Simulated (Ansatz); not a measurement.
# EuI3 (BiF3 type): which electronic and magnetic state is lowest

One table from this session's results is given with a row withheld; the runs are named, their logs left out.

Method: DFT PBE, scalar-relativistic, plane waves, PAW, in Ansatz 0.2.0.

2 further runs of the same task are left out: 1 that didn't finish, 1 set aside as unsound or not needed. Runs told in other sessions of the task aren't counted.

## The structure to begin with

It takes space group Fm-3m (No. 225, cubic). Conventional cell: a = 8.336 Å, b = 8.336 Å, c = 8.336 Å, α = 90.00°, β = 90.00°, γ = 90.00°. Eu (site symmetry m-3m) is surrounded by 8 I at 3.61 Å. Around I (site symmetry m-3m) lie 8 I at 3.61 Å. I (site symmetry -43m) is surrounded by 4 Eu at 3.61 Å and 4 I at 3.61 Å.

Structure file:

```cif
data_structure
_symmetry_space_group_name_H-M 'Fm-3m'
_symmetry_Int_Tables_number 225
_cell_length_a 8.3356
_cell_length_b 8.3356
_cell_length_c 8.3356
_cell_angle_alpha 90.000
_cell_angle_beta 90.000
_cell_angle_gamma 90.000
_cell_volume 579.18
loop_
_atom_site_label
_atom_site_type_symbol
_atom_site_symmetry_multiplicity
_atom_site_Wyckoff_symbol
_atom_site_fract_x
_atom_site_fract_y
_atom_site_fract_z
_atom_site_occupancy
Eu1 Eu 4 a 0.00000 0.00000 0.00000 1
I1 I 4 b 0.50000 0.00000 0.00000 1
I2 I 8 c 0.25000 0.75000 0.75000 1
```

An earlier run at PBE left this cell at 36.199 Å³/atom and 0.00 GPa (8×8×8 mesh), a metal on this mesh, spin moments in the atoms' spheres Eu 6.78; I -0.40, -0.18 μB.

The first run:

The input, input.yaml:

```yaml
crystal:
  lattice:
    - [0.0, 4.1678018751, 4.1678018751]
    - [4.1678018751, 0.0, 4.1678018751]
    - [4.1678018751, 4.1678018751, 0.0]
  atoms:
    - { symbol: Eu, position: [0.0, 0.0, 0.0] }
    - { symbol: I, position: [0.5, 0.5, 0.5] }
    - { symbol: I, position: [0.25, 0.25, 0.25] }
    - { symbol: I, position: [0.75, 0.75, 0.75] }
basis:
  ecutwfc: 420
  ecutrho_ratio: 4
kpoints:
  mp_grid: { grid: [8, 8, 8] }
hamiltonian:
  xc: pbe
scf:
  occupations: { method: gaussian, width: 0.05 }
output:
  forces: true
  stress: true
  eigenvalues: true
```

Command:

```sh
ansatz run input.yaml --threads 2 --pin off --max-ram 2662MiB --backend cpu --events-out ev --progress --plain --runs-dir out
```

Among the steps run: No spin polarisation; Antiferromagnetic, doubled cell, propagation vector (0, 0, 1/2); Antiferromagnetic, doubled cell, propagation vector (0, 1/2, 1/2); Small parallel starting moments.

One table of the session follows, with a row left open; its other results are not shown here.

It belongs to the step «The magnetic starts side by side». 

```
                                                            start  from the base state (meV/atom)  pressure (GPa)
                                                    ferromagnetic                             0.0            0.00
                                             no spin polarisation                          1808.4           -1.45
  antiferromagnetic, doubled cell, propagation vector (0, 0, 1/2)                             3.9           -0.09
antiferromagnetic, doubled cell, propagation vector (0, 1/2, 1/2)                               ?               ?
                                  small parallel starting moments                             0.0            0.00
```

**Question.** Estimate the row for antiferromagnetic, doubled cell, propagation vector (0, 1/2, 1/2).

**Answer.** from the base state (meV/atom): 2.9; pressure (GPa): -0.08. In the column «from the base state (meV/atom)» it lies between small parallel starting moments (0.0) and antiferromagnetic, doubled cell, propagation vector (0, 0, 1/2) (3.9).

Propagation vectors are in units of the typed cell's reciprocal vectors.

To keep in mind: Only a few orders and starts were tried, so a lower state isn't excluded. No U or exact exchange acts on the open f shell of Eu, so the metal found here may be the functional's error. Warnings in the runs' records: given moment on shells.
